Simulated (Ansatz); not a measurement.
# CH₆BNSi: up Jacob's ladder to CCSD(T)

An exercise on one series of results from a longer session: the logs are not shown, and one member is left open.

The runs use Ansatz 0.2.0, Gaussian basis; functionals in def2-TZVPP, the program's frozen cores in correlated methods.

Levels to be run: LDA (SPW92), PBE-D4, revPBE-D4, BLYP-D4, r2SCAN-D4, B97M-V, PBE0-D4, B3LYP-D4, r2SCANh-D4, r2SCAN0-D4, HSE06-D4, BHLYP-D4, CAM-B3LYP-D4, LC-ωPBE, ωB97X-V, ωB97M-V, B2PLYP, PBE-QIDH; CCSD(T)/def2-SVP; CCSD(T)/def2-TZVPP; MP2/def2-QZVPP; extrapolation to the limit; RPA on PBE.

## The geometry

The geometry comes from an earlier relaxation with PBE0-D4 in a triple-zeta def2 set; it is a stationary point, not always the lowest conformer.

10 atoms, charge 0, spin multiplicity 1.

Atoms are counted from 1 here; the program's logs count them from 0.

Bond lengths: C1–N2 1.243 Å, C1–H5 1.093 Å, C1–H6 1.093 Å, N2–B3 1.344 Å, B3–Si4 2.017 Å, B3–H7 1.199 Å, Si4–H8 1.491 Å, Si4–H9 1.491 Å, Si4–H10 1.490 Å. Angles: N2–C1–H5 121.3°, N2–C1–H6 121.3°, H5–C1–H6 117.5°, C1–N2–B3 178.3°, N2–B3–Si4 119.1°, N2–B3–H7 118.5°, Si4–B3–H7 122.4°, B3–Si4–H8 110.5°, B3–Si4–H9 110.5°, B3–Si4–H10 112.2°, H8–Si4–H9 107.3°, H8–Si4–H10 108.1°, H9–Si4–H10 108.1°.

Set-up of the first run:

The input, in.yaml:

```yaml
crystal:
  periodic: [false, false, false]
  atoms:
    - {symbol: C, position_ang: [-0.451663, 1.901357, -1.026825]}
    - {symbol: N, position_ang: [-0.539584, 0.705727, -0.696688]}
    - {symbol: B, position_ang: [-0.603945, -0.581686, -0.315687]}
    - {symbol: Si, position_ang: [0.729228, -1.274528, 1.029797]}
    - {symbol: H, position_ang: [0.166551, 2.211982, -1.872339]}
    - {symbol: H, position_ang: [-0.991404, 2.680575, -0.483618]}
    - {symbol: H, position_ang: [-1.456481, -1.276792, -0.791575]}
    - {symbol: H, position_ang: [1.515733, -2.402255, 0.453407]}
    - {symbol: H, position_ang: [0.029100, -1.795963, 2.238323]}
    - {symbol: H, position_ang: [1.685567, -0.219515, 1.468006]}
basis:
  gaussian: {orbitals: def2-TZVPP}
hamiltonian: {xc: lda}
output: {orbitals: {seedname: orbitals}}
```

On the command line:

```
$ ansatz run in.yaml --threads 2 --pin off --events-out ev --progress --plain --max-ram 4352MiB
```

Steps of the session up to this table: LDA; PBE-D4 (GGA); revPBE-D4 (GGA); BLYP-D4 (GGA); r2SCAN-D4 (meta-GGA); B97M-V (meta-GGA); B3LYP-D4 (hybrid); r2SCANh-D4 (hybrid); r2SCAN0-D4 (hybrid); HSE06-D4 (hybrid); BHLYP-D4 (hybrid); CAM-B3LYP-D4 (range-separated); LC-ωPBE (range-separated); ωB97X-V (range-separated); ωB97M-V (range-separated); B2PLYP (double hybrid); PBE-QIDH (double hybrid).

One table of the session follows, with a row left open; its other results are not shown here.

It belongs to the step «Orbital energies across the functionals». 

| functional | HOMO (eV) | gap (eV) |
| --- | --- | --- |
| LDA (SPW92) | -6.73 | 4.43 |
| PBE-D4 | -6.63 | 4.53 |
| revPBE-D4 | -6.58 | 4.56 |
| BLYP-D4 | -6.50 | 4.54 |
| r2SCAN-D4 | -6.83 | 4.96 |
| B97M-V | -6.91 | 5.05 |
| PBE0-D4 | -7.70 | 6.65 |
| B3LYP-D4 | -7.52 | 6.22 |
| r2SCANh-D4 | -7.23 | 5.74 |
| r2SCAN0-D4 | -7.84 | 6.92 |
| HSE06-D4 | -7.31 | 5.87 |
| BHLYP-D4 | ? | ? |
| CAM-B3LYP-D4 | -8.98 | 9.07 |
| LC-ωPBE | -10.28 | 11.54 |
| ωB97X-V | -9.93 | 11.13 |
| ωB97M-V | -9.76 | 10.81 |

**Question.** Estimate the row for BHLYP-D4.

Worked estimate for «HOMO (eV)». Against the share of exact exchange, BLYP-D4 (0, -6.50), B3LYP-D4 (0.2, -7.52) give a slope of -5.10 per unit share; at 0.5 the line stands at -9.05.

As computed: HOMO (eV): -8.71; gap (eV): 8.82. In «HOMO (eV)» the line misses by -0.34.
